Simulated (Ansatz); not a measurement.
# O2Y: the cost of one run

Program: Ansatz 0.2.0. Level of theory: the levels named in each step. These are calculated values, not measurements.

## (1) The starting structure

Bond lengths: O1–Y2 1.895 Å, Y2–O3 1.895 Å. Angles: O1–Y2–O3 100.0°.

As a file:

```xyz
3

O     1.2671    1.1426   -0.0125
Y     0.0580   -0.3171    0.0063
O    -1.5898    0.6192   -0.0228
```

## (2) A rough first relaxation, PBE-D4/def2-SVP

This run stands in another session on the same molecule. It ended at:

```xyz
3

O     1.4851    1.0957   -0.0101
Y     0.0273   -0.1489    0.0030
O    -1.7770    0.4980   -0.0218
```

## (3) Relaxation, PBE0-D4/def2-TZVPP

This run stands in another session on the same molecule. It ended at:

```xyz
3

O     1.5415    1.0565   -0.0089
Y     0.0097   -0.0530    0.0011
O    -1.8158    0.4413   -0.0210
```

## (4) Frequencies, PBE0-D4/def2-TZVPP

input.yaml reads:

```yaml
crystal:
  periodic: [false, false, false]
  atoms:
    - { symbol: O, position_ang: [1.54148049, 1.05646656, -0.008939] }
    - { symbol: "Y", position_ang: [0.0096996, -0.05302065, 0.0010591] }
    - { symbol: O, position_ang: [-1.81582009, 0.44134409, -0.02102011] }
magnetization:
  spin_polarized: true
  initial_magnetization: 1
basis:
  gaussian: { orbitals: def2-TZVPP }
hamiltonian:
  xc: pbe0
  dispersion: d4
phonons: {}
```

The run is started by

```bash
ansatz run input.yaml --threads 4 --pin off --max-ram 10240MiB --backend cpu --events-out ev --progress --plain --runs-dir out
```

**Question.** How long does this run take on 4 threads of Intel Xeon at 2.70GHz, shared host, and how much memory does it need?

About 9.5 s, with a peak of 0.24 GiB.
